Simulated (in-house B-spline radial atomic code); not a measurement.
# Mn²³⁺: ionisation energy by several methods

Aim: the ionisation energy of Mn²³⁺ by several methods, each as the difference of two self-consistent energies (Mn²³⁺ and the next ion, 1s1).

Program: in-house B-spline radial atomic code version 1. Level of theory: non-relativistic, several functionals, spin-polarised; spherical all-electron atom at the radial basis limit. These are calculated values, not measurements, unless marked.

## 1. The atom as given

* element: manganese (Z = 25)
* charge: +23
* electrons: 2
* configuration: 1s2
* nucleus: point

Where spins are not typed, each open shell is filled with up spins first.

## 2. RPBE

Settings, as recorded:

```ini
Z = 25
electrons = 2.0
configuration = 1s2
hamiltonian = nr
method = rpbe,pbe
spin_polarised = True
```

## 3. BHandHLYP

Settings, as recorded:

```ini
Z = 25
electrons = 2.0
configuration = 1s2
hamiltonian = nr
method = bhandhlyp
spin_polarised = True
```

## 4. fractional-occupation HF

Settings, as recorded:

```ini
Z = 25
electrons = 2.0
configuration = 1s2
hamiltonian = nr
method = hf,
spin_polarised = True
```

## 5. HSE06

Settings, as recorded:

```ini
Z = 25
electrons = 2.0
configuration = 1s2
hamiltonian = nr
method = hse06
spin_polarised = True
```

## 6. B3LYP

Settings, as recorded:

```ini
Z = 25
electrons = 2.0
configuration = 1s2
hamiltonian = nr
method = b3lyp
spin_polarised = True
```

## 7. revTPSS

Settings, as recorded:

```ini
Z = 25
electrons = 2.0
configuration = 1s2
hamiltonian = nr
method = revtpss,revtpss
spin_polarised = True
```

## 8. PW91

Settings, as recorded:

```ini
Z = 25
electrons = 2.0
configuration = 1s2
hamiltonian = nr
method = pw91,pw91
spin_polarised = True
```

Before running: The tabulated ionisation energy is 8140.79 ± 0.0014 eV (tabulated theoretical; NIST Atomic Spectra Database). What does each method give, and which comes nearest?

**Answer**, as computed:

| method | rung | total energy (hartree) | ΔSCF (eV) | −ε highest (eV) | ΔSCF less tabulated (eV) |
| --- | --- | --- | --- | --- | --- |
| RPBE | GGA | -609.4797 | 8081.94 | 7928.67 (1s up) | -58.85 |
| PW91 | GGA | -609.2881 | 8079.53 | 7928.12 (1s up) | -61.25 |
| revTPSS | meta-GGA | -609.5402 | 8082.88 | 7941.43 (1s up) | -57.91 |
| BHandHLYP | global hybrid | -609.4724 | 8081.96 | 8006.53 (1s up) | -58.83 |
| B3LYP | global hybrid | -609.3176 | 8080.13 | 7958.61 (1s up) | -60.66 |
| HSE06 | range-separated hybrid | -609.3157 | 8079.71 | 7965.63 (1s up) | -61.08 |
| fractional-occupation HF | Hartree-Fock | -609.4860 | 8081.40 | 8082.91 (1s up) | -59.38 |

What this shows: Tables give 8140.79 ± 0.0014 eV (tabulated theoretical; NIST Atomic Spectra Database) for the ionisation energy. revTPSS misses by -57.91 eV, the least, and PW91 by -61.25 eV (0.75 %), the most. Mean absolute error by rung (exchange-only levels left out): GGA 60.05 eV, meta-GGA 57.91 eV, global hybrid 59.74 eV, range-separated hybrid 61.08 eV. All methods miss on the same side by much the same amount, which points to something that they share. These runs lack relativity altogether, which can outweigh the gaps between the methods, so the nearest may be so by luck.
